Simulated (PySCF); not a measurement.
# H2O3Se (selenious acid): the cost of one run

Computed with PySCF 2.14.0, with density-fitted response routines of our own, on a single molecule in the gas phase. Atoms are numbered from 0 throughout.

## 1. The starting structure

6 atoms, charge 0, multiplicity 1; geometry from: GFN2-xTB. The atoms were then displaced at random by about 0.01 Å, so the start is not that level's minimum.

Bonds of the start (Å): O0–Se1 1.57, Se1–O2 1.77, Se1–O3 1.74, O2–H4 0.97, O3–H5 0.98.

## 2. Geometry optimisation at PBE0-D3(BJ)/def2-SVP

Job settings and geometry (Å):

```
{"job": {"xc": "PBE0", "basis": "def2-SVP", "d3": "d3bj", "grid": 1, "shake": 0.01, "kind": "geom"}, "charge": 0, "multiplicity": 1}
O      0.198790     1.436640     0.431320
Se     0.020740     0.465110    -0.784150
O      1.241400    -0.756140    -0.407050
O     -1.386170    -0.450820    -0.310610
H      1.639470    -0.554970     0.452100
H     -1.690070    -0.169840     0.573720
```

Run with:

```sh
> OMP_NUM_THREADS=1 python probes_run.py task.json out
```

One launch serves the whole session: the jobs run in the order shown.

Q: Estimate the wall time and peak memory of this first job on 1 thread of Arm Neoverse V1, shared host.

About 14 s, with a peak of 0.35 GiB.
